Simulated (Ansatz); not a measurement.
# SiH₃O₄−: small, medium and large basis sets

One table from this session's results is given with a row withheld; the runs are named, their logs left out.

Computed with Ansatz 0.2.0, Gaussian basis. Level: one geometry, several basis sets.

The runs, in order: PBE0-D4/def2-SVPD; ωB97M-V/def2-SVPD; PBE0-D4/def2-QZVPPD; ωB97M-V/def2-QZVPPD; the functionals' def2-TZVPPD values are taken from earlier runs.

**The relaxed structure**

The geometry comes from an earlier relaxation with PBE0-D4 in a triple-zeta def2 set; it is a stationary point, not always the lowest conformer.

SMILES `[O-][Si](O)(O)O`, 8 atoms, charge -1, spin multiplicity 1.

Atoms are counted from 1 here; the program's logs count them from 0.

Bond lengths: O1–Si2 1.558 Å, Si2–O3 1.684 Å, Si2–O4 1.684 Å, Si2–O5 1.684 Å, O3–H6 0.959 Å, O4–H7 0.959 Å, O5–H8 0.959 Å. Angles: O1–Si2–O3 115.2°, O1–Si2–O4 115.2°, O1–Si2–O5 115.2°, O3–Si2–O4 103.2°, O3–Si2–O5 103.2°, O4–Si2–O5 103.2°, Si2–O3–H6 107.0°, Si2–O4–H7 107.0°, Si2–O5–H8 107.0°.

The first run:

Contents of in.yaml:

```yaml
crystal:
  periodic: [false, false, false]
  atoms:
    - {symbol: O, position_ang: [-1.413526, 0.197759, 0.825050]}
    - {symbol: Si, position_ang: [-0.077975, 0.010881, 0.045630]}
    - {symbol: O, position_ang: [1.319282, 0.127537, 0.978782]}
    - {symbol: O, position_ang: [0.191906, 1.122101, -1.190952]}
    - {symbol: O, position_ang: [0.099014, -1.475058, -0.727304]}
    - {symbol: H, position_ang: [1.074096, 0.563758, 1.796605]}
    - {symbol: H, position_ang: [-0.653713, 1.525839, -1.393852]}
    - {symbol: H, position_ang: [-0.539094, -2.072826, -0.333940]}
basis:
  gaussian: {orbitals: def2-SVPD}
total_charge: -1
hamiltonian: {xc: pbe0, dispersion: d4}
output: {orbitals: {seedname: orbitals}}
```

Steps of the session up to this table: PBE0-D4 in def2-SVPD; ωB97M-V in def2-SVPD; PBE0-D4 in def2-QZVPPD; ωB97M-V in def2-QZVPPD.

One of the session's tables, all rows but one given; the rest of the session is left out.

It belongs to the step «Functionals by basis». 

| functional | basis | HOMO (eV) | LUMO (eV) |
| --- | --- | --- | --- |
| PBE0-D4 | def2-SVPD | -2.04 | 3.97 |
| PBE0-D4 | def2-TZVPPD | -1.96 | 3.56 |
| PBE0-D4 | def2-QZVPPD | -1.96 | 3.37 |
| ωB97M-V | def2-SVPD | -4.53 | 4.81 |
| ωB97M-V | def2-TZVPPD | ? | ? |
| ωB97M-V | def2-QZVPPD | -4.44 | 3.78 |

Estimate the missing values for ωB97M-V, def2-TZVPPD.

The run gave: HOMO (eV): -4.44; LUMO (eV): 4.08.
